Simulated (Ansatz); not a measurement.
# Ga2TeO3: the cost of one run

Program: Ansatz 0.2.0. Level of theory: DFT PBE, scalar-relativistic, plane waves, PAW. These are calculated values, not measurements.

2 further runs of the same task are left out: 1 that didn't finish, 1 set aside as unsound or not needed.

### 1 The structure to begin with

Symmetry: I4/mmm, No. 139, tetragonal system. Conventional cell: a = 5.456 Å, b = 5.456 Å, c = 7.316 Å, α = 90.00°, β = 90.00°, γ = 90.00°. Ga (site symmetry -4m2) has 2 O at 1.83 Å as nearest neighbours. Te (site symmetry 4/mmm) has 4 O at 2.73 Å as nearest neighbours. Around O (site symmetry mmm) lie 2 Ga at 1.83 Å. O (site symmetry 4/mmm) is surrounded by 4 O at 2.73 Å.

Coordinates:

```
CELL_PARAMETERS angstrom
-2.72795 2.72795 3.65817
2.72795 -2.72795 3.65817
2.72795 2.72795 -3.65817
ATOMIC_POSITIONS crystal
Ga 0.75000 0.25000 0.50000
Ga 0.25000 0.75000 0.50000
Te 0.00000 0.00000 0.00000
O 0.50000 0.00000 0.50000
O 0.00000 0.50000 0.50000
O 0.50000 0.50000 0.00000
```

The cell was relaxed beforehand at this level, from a generated guess; it needn't be the stable form of this composition. At a tolerance of 0.05 Å it has space group I4/mmm (No. 139); it has 18.15 Å³/atom, an uncorrected energy of +0.22 eV/atom over the elements.

### 2 Static run: bands, density of states and charges

input.yaml reads:

```yaml
crystal:
  lattice:
    - [-2.7279482202, 2.7279482202, 3.6581660721]
    - [2.7279482202, -2.7279482202, 3.6581660721]
    - [2.7279482202, 2.7279482202, -3.6581660721]
  atoms:
    - { symbol: Ga, position: [0.75, 0.25, 0.5] }
    - { symbol: Ga, position: [0.25, 0.75, 0.5] }
    - { symbol: Te, position: [0.0, 0.0, 0.0] }
    - { symbol: O, position: [0.5, 0.0, 0.5] }
    - { symbol: O, position: [0.0, 0.5, 0.5] }
    - { symbol: O, position: [0.5, 0.5, 0.0] }
basis:
  ecutwfc: 420
kpoints:
  mp_grid: { grid: [10, 10, 10] }
  band_path:
    path:
      - [[0.0, 0.0, 0.0], [0.0, 0.0, 0.5], [0.25, 0.25, 0.25], [0.0, 0.5, 0.0], [0.0, 0.0, 0.0], [0.5, 0.5, -0.5], [0.3890226, 0.6109774, -0.3890226]]
      - [[-0.3890226, 0.3890226, 0.3890226], [0.0, 0.0, 0.0]]
      - [[0.0, 0.0, 0.5], [-0.27804521, 0.27804521, 0.5]]
      - [[0.5, 0.5, -0.27804521], [0.5, 0.5, -0.5]]
    npoints: 14
hamiltonian:
  xc: pbe
scf:
  occupations: { method: gaussian, width: 0.1 }
  n_extra_bands: 15
output:
  forces: true
  stress: true
  eigenvalues: true
  populations: true
  dos: { projected: true, de: 0.02, nscf_kmesh: { grid: [12, 12, 12] } }
  bader: true
```

Started as:

```console
> ansatz run input.yaml --threads 1 --pin off --max-ram 2560MiB --backend cpu --events-out ev --progress --plain --runs-dir out
```

Q: Estimate wall time and peak memory on 1 thread of AMD EPYC 7R43 (Zen 3), shared host.

About 95 s, with a peak of 0.81 GiB.
